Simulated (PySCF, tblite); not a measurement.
# C3H9FNSi2 radical: geometry, infrared bands and EPR parameters

Wanted: the infrared bands and EPR parameters of C3H9FNSi2 radical (`F[C@@H]1C[C]1[SiH2]N[SiH3]`), by calculation.

Programs: tblite 0.8.0 and PySCF 2.14.0, with density-fitted response routines of our own. Each step states its level of theory. These are calculated values for one molecule in the gas phase, unless marked as measured. Atoms are numbered from 0 throughout.

### 1 Starting geometry

16 atoms, charge 0, multiplicity 2; geometry from: force field or distance geometry start.

Bonds of the start (Å): F0–C1 1.39, C1–C2 1.48, C2–C3 1.46, C3–Si4 1.80, Si4–N5 1.70, N5–Si6 1.69, C3–C1 1.44, C1–H7 1.09, C2–H8 1.08, C2–H9 1.07, Si4–H10 1.48, Si4–H11 1.48, N5–H12 1.00, Si6–H13 1.48, Si6–H14 1.48, Si6–H15 1.50.

### 2 Relaxing the molecule with GFN2-xTB

What the job is given:

```
{"job": {"kind": "relax", "xc": "GFN2-xTB", "basis": "xTB"}, "charge": 0, "multiplicity": 2}
F      3.803700     0.201300     0.260500
C      2.504900    -0.294700     0.317200
C      1.959900    -0.928300    -0.906500
C      1.499000     0.381000    -0.453100
Si    -0.129100     0.781600     0.190300
N     -1.278800    -0.224600    -0.554900
Si    -2.816400     0.134700     0.038500
H      2.300000    -0.708600     1.305500
H      1.286500    -1.772000    -0.801700
H      2.554800    -0.919400    -1.799900
H     -0.460300     2.183000    -0.158500
H     -0.169600     0.577400     1.650600
H     -1.266600    -0.058600    -1.542800
H     -3.751300    -0.770100    -0.662100
H     -3.164100     1.537100    -0.304000
H     -2.880200    -0.110800     1.513400
```

On the command line:

```sh
$ OMP_NUM_THREADS=1 python probes_run.py task.json out
```

This one command runs all jobs of the session in turn.

**Question.** This job is followed by: GFN2-xTB harmonic vibrations, gas phase; UKS B3LYP, pcH-1 on C F H N Si, non-relativistic, mean-field spin-orbit, GIAO. What will the session give for the following? strongest single infrared mode (GFN2-xTB); zero-point energy (GFN2-xTB); g(iso) (B3LYP); ⟨S²⟩; largest a(iso) (averaged by class); potential on the surface of density 0.002 e/bohr³, 1st and 99th percentile.

**Answer**, as computed:

```
                                                                  quantity                 value
                                 strongest single infrared mode (GFN2-xTB)  828 cm⁻¹, 461 km/mol
                                              zero-point energy (GFN2-xTB)         65.9 kcal/mol
                                                            g(iso) (B3LYP)               2.00269
                                                                      ⟨S²⟩    0.753 (exact 0.75)
                                        largest a(iso) (averaged by class)  13C on C3, 168.7 MHz
potential on the surface of density 0.002 e/bohr³, 1st and 99th percentile    -0.96 V and 1.61 V
```

Over 162 steps the energy fell by 0.734 eV; of the close pairs, C3–Si4 changed most, 1.796 to 1.848 Å. All 42 modes are real, so the xTB geometry is a minimum. The strongest single mode, at 828 cm⁻¹, is spread over several atoms, H15, H14, H13, Si6 among them. Unscaled tight-binding wavenumbers are off by several per cent, some by more. Its intensities can rank the bands wrongly. Most of the unpaired spin sits on C3 (0.91 e). The isotropic g lies 0.4 ppt above the free-electron value. These values are for one conformer; the search (at its own cheap level) found 2 more, at 0.17, 0.28 kcal/mol, and measured spectra average over such forms.
